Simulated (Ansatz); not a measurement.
# Ta3H: the cost of one run

Program: Ansatz 0.2.0. Level of theory: DFT LDA, scalar-relativistic, plane waves, PAW. These are calculated values, not measurements.

5 further runs of the same task are left out: 5 set aside as unsound or not needed. Runs told in other sessions of the task aren't counted.

## (1) Starting point

Symmetry: P1, No. 1, triclinic system. The conventional cell has a = 2.927 Å, b = 2.927 Å, c = 21.780 Å, α = 90.00°, β = 90.00°, γ = 120.00°. Ta (site symmetry 1) is surrounded by 9 Ta at 2.93 Å. Ta (site symmetry 1) is surrounded by 12 Ta at 2.93 Å. Ta (site symmetry 1) has 1 H at 1.66 Å in its first shell of neighbours. H (site symmetry 1) is surrounded by 1 Ta at 1.66 Å.

Coordinates:

```cif
data_structure
_symmetry_space_group_name_H-M 'P1'
_symmetry_Int_Tables_number 1
_cell_length_a 2.9274
_cell_length_b 2.9274
_cell_length_c 21.7804
_cell_angle_alpha 90.000
_cell_angle_beta 90.000
_cell_angle_gamma 120.000
_cell_volume 161.65
loop_
_atom_site_label
_atom_site_type_symbol
_atom_site_symmetry_multiplicity
_atom_site_Wyckoff_symbol
_atom_site_fract_x
_atom_site_fract_y
_atom_site_fract_z
_atom_site_occupancy
Ta1 Ta 1 a 0.66667 0.33333 0.18365 1
Ta2 Ta 1 a 0.33333 0.66667 0.29339 1
Ta3 Ta 1 a 0.00000 0.00000 0.40313 1
H1 H 1 a 0.33333 0.00000 0.46466 1
```

This is the geometry of the first run shown, built on a cell relaxed beforehand with the same method.

## (2) The scan

Atoms count from 1 in the order of the input.

H is moved along a line over the surface and along the normal, above a rigid substrate.

First coordinate, position of H4 along the first surface vector, from above Ta3: 6 values from 0.00 to 2.44 Å, periodic. Second coordinate, height of H4 above the plane of Ta3: 7 values from 0.93 to 3.77 Å.

Nothing else is relaxed. Points are written as (first, second).

## (3) Grid point (0.98 Å, 1.34 Å)

The cell repeats along c, and a dipole correction in the vacuum removes the field between the copies.

input.yaml

```yaml
crystal:
  lattice:
    - [2.9274048678, 0.0, 0.0]
    - [-1.4637024339, 2.5352069827, 0.0]
    - [0.0, 0.0, 21.7804321296]
  atoms:
    - { symbol: Ta, position: [0.6666666667, 0.3333333333, 0.1836510853] }
    - { symbol: Ta, position: [0.3333333333, 0.6666666667, 0.293392529] }
    - { symbol: Ta, position: [0.0, 0.0, 0.4031339726] }
    - { symbol: H, position: [0.3333333333, 0.0, 0.4646570862], spin: 1.0 }
basis:
  ecutwfc: 420
kpoints:
  mp_grid: { grid: [9, 9, 1] }
hamiltonian:
  xc: lda
  pseudopotentials: { kind: paw, azcp: { folder: soft_1 } }
scf:
  occupations: { method: gaussian, width: 0.1 }
output:
  forces: true
  eigenvalues: true
  populations: true
magnetization:
  spin_polarized: true
efield:
  axis: 3
  dipole_correction: true
  ramp_width: 0.04
```

Launch:

```
> ansatz run input.yaml --threads 1 --pin off --max-ram 3072MiB --backend cpu --events-out ev --progress --plain --runs-dir out
```

**Question.** How long does this run take on 1 thread of Arm Neoverse V2, shared host, and how much memory does it need?

About 60 s, with a peak of 0.48 GiB.
